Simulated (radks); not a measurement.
# The series with 28 electrons, Ni to Nb¹³⁺

One table from this session's results is given with a row withheld; the runs are named, their logs left out.

The numbers are computed with radks (a radial shooting solver on a logarithmic mesh, Libxc functionals) version 1 (scalar-relativistic Kohn-Sham, LDA (Slater exchange, Perdew-Wang correlation), spin-unpolarised, spherical densities, finite nucleus), except any that are marked as measured or tabulated.

### The system

| Property | Result |
| --- | --- |
| electrons | 28 |
| ions | Ni, Cu⁺, Zn²⁺, Ga³⁺, Ge⁴⁺, As⁵⁺, Se⁶⁺, Br⁷⁺, Kr⁸⁺, Rb⁹⁺, Sr¹⁰⁺, Zr¹²⁺, Nb¹³⁺ |
| configuration | NIST ground configuration of each |

Set-up of the first run:

Input:

```text
Z 28
configuration [Ar] 3d8 4s2
relativity scalar-relativistic
functional lda,pw
spin unpolarised
nucleus finite rms 3.7757 fm
c 137.035999084
```

Steps of the session up to this table: Ni, [Ar] 3d8 4s2; Cu⁺, [Ar] 3d10; Zn²⁺, [Ar] 3d10; Ga³⁺, [Ar] 3d10; Ge⁴⁺, [Ar] 3d10; As⁵⁺, [Ar] 3d10; Se⁶⁺, [Ar] 3d10; Br⁷⁺, [Ar] 3d10; Kr⁸⁺, [Ar] 3d10; Rb⁹⁺, [Ar] 3d10; Sr¹⁰⁺, [Ar] 3d10; Zr¹²⁺, [Ar] 3d10; Nb¹³⁺, [Ar] 3d10.

One table of the session follows, with a row left open; its other results are not shown here.

| ion | E (hartree) | ε(2p) (eV) | ε(3s) (eV) | ε(3p) (eV) | ε(3d) (eV) |
| --- | --- | --- | --- | --- | --- |
| Ni | -1518.05417 | -844.16 | -110.50 | -71.260 | -9.140 |
| Cu⁺ | -1651.94650 | -924.88 | -122.84 | -80.748 | -14.007 |
| Zn²⁺ | -1792.24768 | -1024.1 | -149.60 | -104.26 | -31.226 |
| Ga³⁺ | -1938.94407 | -1131.8 | -181.20 | -132.42 | -52.851 |
| Ge⁴⁺ | -2092.02050 | -1247.5 | -217.02 | -164.63 | -78.389 |
| As⁵⁺ | -2251.47609 | -1370.9 | -256.74 | -200.58 | -107.57 |
| Se⁶⁺ | -2417.31737 | -1501.7 | -300.14 | -240.07 | -140.22 |
| Br⁷⁺ | -2589.55691 | -1640.0 | -347.12 | -282.99 | -176.23 |
| Kr⁸⁺ | ? | ? | ? | ? | ? |
| Rb⁹⁺ | -2953.29750 | -1938.6 | -451.51 | -378.86 | -258.08 |
| Sr¹⁰⁺ | -3144.83860 | -2098.8 | -508.85 | -431.72 | -303.82 |
| Zr¹²⁺ | -3547.37791 | -2441.0 | -633.72 | -547.17 | -404.82 |
| Nb¹³⁺ | -3758.42682 | -2622.9 | -701.23 | -609.73 | -460.03 |

**Question.** Estimate the row for Kr⁸⁺.

**Answer.** E (hartree): -2768.21061; ε(2p) (eV): -1785.7; ε(3s) (eV): -397.59; ε(3p) (eV): -329.27; ε(3d) (eV): -215.53. In the column «E (hartree)» it lies between Rb⁹⁺ (-2953.29750) and Br⁷⁺ (-2589.55691).
